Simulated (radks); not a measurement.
# Si¹⁰⁺ in [He] 2s1.5 3s0.5: an all-electron calculation

The task here is to estimate one member of a computed series from the others.

The numbers are computed with radks (a radial shooting solver on a logarithmic mesh, Libxc functionals) version 1 (scalar-relativistic Kohn-Sham, exchange-only LDA, spin-polarised, spherical densities, point nucleus; open shells are filled with parallel spins first), except any that are marked as measured or tabulated.

## The system

```
element       : silicon (Z = 14)
charge        : +10
electrons     : 4
configuration : [He] 2s1.5 3s0.5
```

Set-up of the first run:

The run's settings:

```text
Z 14
configuration [He] 2s1.5 3s0.5 2p0 4s0 3d0 4f0
relativity scalar-relativistic
functional lda,
spin polarised
nucleus point
c 137.035999084
```

One table of the session follows, with a row left open; its other results are not shown here.

It belongs to the step «Orbitals and density». From the orbitals of this run (lengths in bohr):

```
  level     <r>  outermost maximum (interpolated)  90 % within  nodes
  1s up  0.1107                            0.0727        0.198      0
1s down  0.1107                            0.0727        0.197      0
  2s up  0.4769                             0.409        0.730      1
2s down  0.4775                             0.409        0.731      1
  2p up  0.4145                             0.328        0.668      0
2p down  0.4144                             0.327        0.668      0
  3s up   1.133                              1.08         1.64      2
3s down   1.138                              1.08         1.65      2
  3d up  0.9406                             0.801         1.42      0
3d down       ?                                 ?            ?      ?
  4s up   2.073                              2.10         2.91      3
4s down   2.120                              2.14         2.98      3
  4f up   1.658                              1.47         2.40      0
4f down   1.722                              1.52         2.51      0
```

Estimate the missing values for 3d down.

As computed: <r>: 0.9402; outermost maximum (interpolated): 0.797; 90 % within: 1.43; nodes: 0. In the column «<r>» it lies between 2s down (0.4775) and 3d up (0.9406).
